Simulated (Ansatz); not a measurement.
**ClF₂NbO: up Jacob's ladder to CCSD(T)**

The task here is to estimate one member of a computed series from the others.

Program: Ansatz 0.2.0, Gaussian basis. Level of theory: functionals in def2-TZVPP, the program's frozen cores in correlated methods. These are calculated values, not measurements.

Plan: LDA (SPW92), PBE-D4, revPBE-D4, BLYP-D4, r2SCAN-D4, B97M-V, PBE0-D4, B3LYP-D4, r2SCANh-D4, r2SCAN0-D4, HSE06-D4, BHLYP-D4, CAM-B3LYP-D4, LC-ωPBE, ωB97X-V, ωB97M-V, B2PLYP, PBE-QIDH; CCSD(T)/def2-SVP; CCSD(T)/def2-TZVPP; MP2/def2-QZVPP; extrapolation to the limit; RPA on PBE.

### The geometry

The geometry comes from an earlier relaxation with PBE0-D4 in a triple-zeta def2 set; it is a stationary point. Nb takes the def2 core potential; no spin-orbit term is included.

5 atoms, charge 0, spin multiplicity 1.

Atoms are counted from 1 here; the program's logs count them from 0.

Bond lengths: O1–Nb2 1.679 Å, Nb2–F3 1.853 Å, Nb2–F4 1.853 Å, Nb2–Cl5 2.282 Å. Angles: O1–Nb2–F3 107.6°, O1–Nb2–F4 107.6°, O1–Nb2–Cl5 108.1°, F3–Nb2–F4 111.4°, F3–Nb2–Cl5 111.0°, F4–Nb2–Cl5 111.0°.

The first run:

The input, in.yaml:

```yaml
crystal:
  periodic: [false, false, false]
  atoms:
    - {symbol: O, position_ang: [-0.568492, -0.120534, 1.597750]}
    - {symbol: Nb, position_ang: [0.001467, -0.096338, 0.019079]}
    - {symbol: F, position_ang: [1.648809, -0.944735, 0.006020]}
    - {symbol: F, position_ang: [-1.230633, -0.994090, -1.034321]}
    - {symbol: Cl, position_ang: [0.198649, 2.082096, -0.630027]}
basis:
  gaussian: {orbitals: def2-TZVPP}
hamiltonian: {xc: lda}
output: {orbitals: {seedname: orbitals}}
```

Among the steps run: LDA; PBE-D4 (GGA); revPBE-D4 (GGA); BLYP-D4 (GGA); r2SCAN-D4 (meta-GGA); B97M-V (meta-GGA); PBE0-D4 (hybrid); B3LYP-D4 (hybrid); r2SCANh-D4 (hybrid); r2SCAN0-D4 (hybrid); HSE06-D4 (hybrid); BHLYP-D4 (hybrid); CAM-B3LYP-D4 (range-separated); LC-ωPBE-D4 (range-separated; the results give it without D4); ωB97X-V (range-separated); ωB97M-V (range-separated); B2PLYP (double hybrid); PBE-QIDH (double hybrid).

One table of the session follows, with a row left open; its other results are not shown here.

It belongs to the step «Frontier levels by functional». 

| functional | HOMO (eV) | LUMO (eV) | gap (eV) |
| --- | --- | --- | --- |
| LDA (SPW92) | -8.65 | -3.73 | 4.92 |
| PBE-D4 | ? | ? | ? |
| revPBE-D4 | -8.36 | -3.34 | 5.02 |
| BLYP-D4 | -8.29 | -3.36 | 4.93 |
| r2SCAN-D4 | -8.83 | -3.38 | 5.45 |
| B97M-V | -8.89 | -3.34 | 5.55 |
| PBE0-D4 | -9.94 | -2.68 | 7.26 |
| B3LYP-D4 | -9.66 | -2.93 | 6.73 |
| r2SCANh-D4 | -9.38 | -3.09 | 6.29 |
| r2SCAN0-D4 | -10.21 | -2.64 | 7.57 |
| HSE06-D4 | -9.54 | -3.06 | 6.47 |
| BHLYP-D4 | -11.31 | -1.78 | 9.52 |
| CAM-B3LYP-D4 | -11.33 | -1.60 | 9.73 |
| LC-ωPBE | -12.70 | -0.35 | 12.35 |
| ωB97X-V | -12.33 | -0.44 | 11.88 |
| ωB97M-V | -12.19 | -0.48 | 11.71 |

Q: Estimate the row for PBE-D4 from the others.

The run gave: HOMO (eV): -8.44; LUMO (eV): -3.44; gap (eV): 4.99. In the column «HOMO (eV)» it lies between LDA (SPW92) (-8.65) and revPBE-D4 (-8.36).
